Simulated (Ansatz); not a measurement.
**C₂H₇InN radical: basis-set convergence**

One table from this session's results is given with a row withheld; the runs are named, their logs left out.

The runs use Ansatz 0.2.0, Gaussian basis; one geometry, several basis sets.

The runs, in order: PBE0-D4/def2-SVP; ωB97M-V/def2-SVP; PBE0-D4/def2-QZVPP; ωB97M-V/def2-QZVPP; the functionals' def2-TZVPP values are taken from earlier runs.

### The relaxed structure

All runs share one geometry, relaxed beforehand with PBE0-D4 in a triple-zeta def2 set. In takes the def2 core potential; no spin-orbit term is included.

SMILES `[CH2][N](C)[InH2]`, 11 atoms, charge 0, spin multiplicity 2.

Atoms are counted from 1 here; the program's logs count them from 0.

Bond lengths: C1–N2 1.262 Å, C1–H5 1.087 Å, C1–H6 1.094 Å, N2–C3 1.445 Å, N2–In4 2.378 Å, C3–H7 1.092 Å, C3–H8 1.092 Å, C3–H9 1.094 Å, In4–H10 1.760 Å, In4–H11 1.756 Å. Angles: N2–C1–H5 119.0°, N2–C1–H6 122.0°, H5–C1–H6 119.0°, C1–N2–C3 119.8°, C1–N2–In4 121.6°, C3–N2–In4 118.5°, N2–C3–H7 108.7°, N2–C3–H8 109.0°, N2–C3–H9 112.3°, H7–C3–H8 107.3°, H7–C3–H9 109.8°, H8–C3–H9 109.6°, N2–In4–H10 93.0°, N2–In4–H11 95.1°, H10–In4–H11 121.7°.

The first run:

Input file in.yaml:

```yaml
crystal:
  periodic: [false, false, false]
  atoms:
    - {symbol: C, position_ang: [-0.559628, 1.330107, 0.171593]}
    - {symbol: N, position_ang: [0.002780, 0.202686, 0.104183]}
    - {symbol: C, position_ang: [0.025935, -0.658639, 1.264049]}
    - {symbol: In, position_ang: [1.126125, -0.513548, -1.865163]}
    - {symbol: H, position_ang: [-0.577119, 1.964675, -0.711372]}
    - {symbol: H, position_ang: [-1.029174, 1.689848, 1.091393]}
    - {symbol: H, position_ang: [-0.437486, -1.611730, 1.001607]}
    - {symbol: H, position_ang: [1.063939, -0.866004, 1.531945]}
    - {symbol: H, position_ang: [-0.493280, -0.217278, 2.120492]}
    - {symbol: H, position_ang: [0.463099, 0.799418, -2.831547]}
    - {symbol: H, position_ang: [0.414799, -2.119523, -1.877189]}
basis:
  gaussian: {orbitals: def2-SVP}
magnetization: {spin_polarized: true, initial_magnetization: 1}
hamiltonian: {xc: pbe0, dispersion: d4}
output: {orbitals: {seedname: orbitals}}
```

The run is started by

```console
$ ansatz run in.yaml --threads 2 --pin off --events-out ev --progress --plain --max-ram 32768MiB --backend cpu
```

Steps of the session up to this table: PBE0-D4 in def2-SVP; ωB97M-V in def2-SVP; PBE0-D4 in def2-QZVPP; ωB97M-V in def2-QZVPP.

One table of the session follows, with a row left open; its other results are not shown here.

It belongs to the step «Density functionals: the series». 

| functional | basis | HOMO (eV) | LUMO (eV) |
| --- | --- | --- | --- |
| PBE0-D4 | def2-SVP | -4.33 | -1.67 |
| PBE0-D4 | def2-TZVPP | -4.39 | -1.76 |
| PBE0-D4 | def2-QZVPP | ? | ? |
| ωB97M-V | def2-SVP | -6.18 | 0.05 |
| ωB97M-V | def2-TZVPP | -6.29 | -0.12 |
| ωB97M-V | def2-QZVPP | -6.30 | -0.16 |

Q: Estimate the row for PBE0-D4, def2-QZVPP from the others.

**Answer.** HOMO (eV): -4.40; LUMO (eV): -1.78. In the column «HOMO (eV)» it lies between ωB97M-V, def2-SVP (-6.18) and PBE0-D4, def2-TZVPP (-4.39).
